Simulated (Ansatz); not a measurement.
# InO: the cost of one run

Method: DFT PBEsol+D3(BJ), scalar-relativistic, plane waves, PAW, in Ansatz 0.2.0.

## 1. Starting point

Symmetry: P-6m2, No. 187, hexagonal system. The conventional cell has a = 3.375 Å, b = 3.375 Å, c = 15.784 Å, α = 90.00°, β = 90.00°, γ = 120.00°. Around In (site symmetry 3m) lie 3 O at 2.11 Å. O (site symmetry 3m) is surrounded by 3 In at 2.11 Å.

Coordinates:

```
CELL_PARAMETERS angstrom
3.37516 0.00000 0.00000
-1.68758 2.92297 0.00000
0.00000 0.00000 15.78405
ATOMIC_POSITIONS crystal
In 0.66667 0.33333 0.58867
In 0.66667 0.33333 0.41133
O 0.00000 0.00000 0.63982
O 0.00000 0.00000 0.36018
```

It goes back to an entry of the Materials Project, which need not be the stable form.

It is the result of an earlier relaxation at this level (volume 38.93 Å³/atom; gap on the mesh: 0.51 eV).

## 2. The reference: the undisturbed cell on the scan's mesh

input.yaml

```yaml
crystal:
  lattice:
    - [3.3751573176, 0.0, 0.0]
    - [-1.6875786588, 2.9229719788, 0.0]
    - [0.0, 0.0, 15.7840544995]
  atoms:
    - { symbol: In, position: [0.6666666667, 0.3333333333, 0.5886730781] }
    - { symbol: In, position: [0.6666666667, 0.3333333333, 0.4113269219] }
    - { symbol: O, position: [0.0, 0.0, 0.6398171659] }
    - { symbol: O, position: [0.0, 0.0, 0.3601828341] }
basis:
  ecutwfc: 420
kpoints:
  mp_grid: { grid: [12, 12, 2] }
hamiltonian:
  xc: pbesol
  dispersion: d3bj
scf:
  occupations: { method: gaussian, width: 0.05 }
output:
  forces: true
  stress: true
  eigenvalues: true
  write_density: true
  write_potential: true
  elf: true
  volumetric_format: npy
```

On the command line:

```
ansatz run input.yaml --threads 1 --pin off --max-ram 2560MiB --backend cpu --events-out ev --progress --plain --runs-dir out
```

**Question.** How long does this run take on 1 thread of Intel Xeon 6975P-C (Granite Rapids), shared host, and how much memory does it need?

About 9.6 s, with a peak of 0.46 GiB.
